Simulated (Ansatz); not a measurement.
**InH₃S₃: basis-set convergence**

One table from this session's results is given with a row withheld; the runs are named, their logs left out.

Method: one geometry, several basis sets; program: Ansatz 0.2.0, Gaussian basis.

The runs, in order: PBE0-D4/def2-SVP; ωB97M-V/def2-SVP; PBE0-D4/def2-QZVPP; ωB97M-V/def2-QZVPP; the functionals' def2-TZVPP values are taken from earlier runs.

### Structure used throughout

An earlier PBE0-D4 in a triple-zeta def2 set relaxation fixed the geometry. In takes the def2 core potential; no spin-orbit term is included.

SMILES `[SH][In]([SH])[SH]`, 7 atoms, charge 0, spin multiplicity 1.

Atoms are counted from 1 here; the program's logs count them from 0.

Bond lengths: S1–In2 2.375 Å, S1–H5 1.344 Å, In2–S3 2.375 Å, In2–S4 2.375 Å, S3–H6 1.344 Å, S4–H7 1.344 Å. Angles: In2–S1–H5 93.3°, S1–In2–S3 120.0°, S1–In2–S4 120.0°, S3–In2–S4 120.0°, In2–S3–H6 93.3°, In2–S4–H7 93.3°.

As a file:

```
atom     x (Å)     y (Å)     z (Å)
  S1  -2.09880   0.45695  -0.99752
 In2   0.00894  -0.00542  -0.00483
  S3   0.11513  -0.90147   2.19241
  S4   2.00979   0.42824  -1.20912
  H5  -2.78542   0.02783   0.07515
  H6   1.45820  -0.94997   2.19140
  H7   1.35346   0.87572  -2.29320
```

Set-up of the first run:

Input file in.yaml:

```yaml
crystal:
  periodic: [false, false, false]
  atoms:
    - {symbol: S, position_ang: [-2.098803, 0.456954, -0.997523]}
    - {symbol: In, position_ang: [0.008937, -0.005416, -0.004829]}
    - {symbol: S, position_ang: [0.115132, -0.901466, 2.192413]}
    - {symbol: S, position_ang: [2.009793, 0.428240, -1.209117]}
    - {symbol: H, position_ang: [-2.785424, 0.027834, 0.075155]}
    - {symbol: H, position_ang: [1.458201, -0.949971, 2.191401]}
    - {symbol: H, position_ang: [1.353463, 0.875725, -2.293201]}
basis:
  gaussian: {orbitals: def2-SVP}
hamiltonian: {xc: pbe0, dispersion: d4}
output: {orbitals: {seedname: orbitals}}
```

Command:

```sh
$ ansatz run in.yaml --threads 4 --pin off --events-out ev --progress --plain --max-ram 10444MiB
```

Steps of the session up to this table: PBE0-D4 in def2-SVP; ωB97M-V in def2-SVP; PBE0-D4 in def2-QZVPP; ωB97M-V in def2-QZVPP.

One table of the session follows, with a row left open; its other results are not shown here.

It belongs to the step «Density functionals: the series». 

| functional | basis | HOMO (eV) | LUMO (eV) |
| --- | --- | --- | --- |
| PBE0-D4 | def2-SVP | -7.46 | -1.51 |
| PBE0-D4 | def2-TZVPP | -7.62 | -1.72 |
| PBE0-D4 | def2-QZVPP | -7.65 | -1.80 |
| ωB97M-V | def2-SVP | ? | ? |
| ωB97M-V | def2-TZVPP | -9.80 | 0.14 |
| ωB97M-V | def2-QZVPP | -9.83 | -0.07 |

Q: Estimate the row for ωB97M-V, def2-SVP from the others.

The run gave: HOMO (eV): -9.59; LUMO (eV): 0.47. In the column «HOMO (eV)» it lies between ωB97M-V, def2-TZVPP (-9.80) and PBE0-D4, def2-QZVPP (-7.65).
